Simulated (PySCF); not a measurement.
# C4H5B: the cost of one run

The runs use PySCF 2.14.0, with density-fitted response routines of our own; the level of theory stands in each step. All values are computed, except where a source is named. Atoms count from 0, in the outputs and in this text.

## 1. Starting geometry

10 atoms, charge 0, multiplicity 1; geometry from: GFN2-xTB. The atoms were then displaced at random by about 0.01 Å, so the start is not that level's minimum.

Bonds of the start (Å): B0–C1 1.56, C1–C2 1.34, C2–C3 1.45, C3–C4 1.17, B0–H5 1.14, B0–H6 1.17, C1–H7 1.07, C2–H8 1.09, C4–H9 1.05.

## 2. Relaxing the molecule at PBE0-D3(BJ)/def2-SVP

What the job is given:

```
{"job": {"xc": "PBE0", "basis": "def2-SVP", "d3": "d3bj", "grid": 1, "shake": 0.01, "kind": "geom"}, "charge": 0, "multiplicity": 1}
B     -1.040870    -1.373590     0.412220
C     -1.185180     0.181340     0.435230
C     -0.170170     1.042670     0.281690
C      1.220780     0.667910     0.084900
C      2.345180     0.395330    -0.097090
H     -0.022960    -1.849270     0.246710
H     -2.008350    -2.009810     0.547670
H     -2.135420     0.653030     0.580560
H     -0.304580     2.126290     0.343040
H      3.352020     0.145170    -0.227210
```

Launch:

```
OMP_NUM_THREADS=1 python probes_run.py task.json out
```

This one command runs all jobs of the session in turn.

Q: Estimate the wall time and peak memory of this first job on 1 thread of Arm Neoverse V1, shared host.

About 19 s, with a peak of 0.38 GiB.
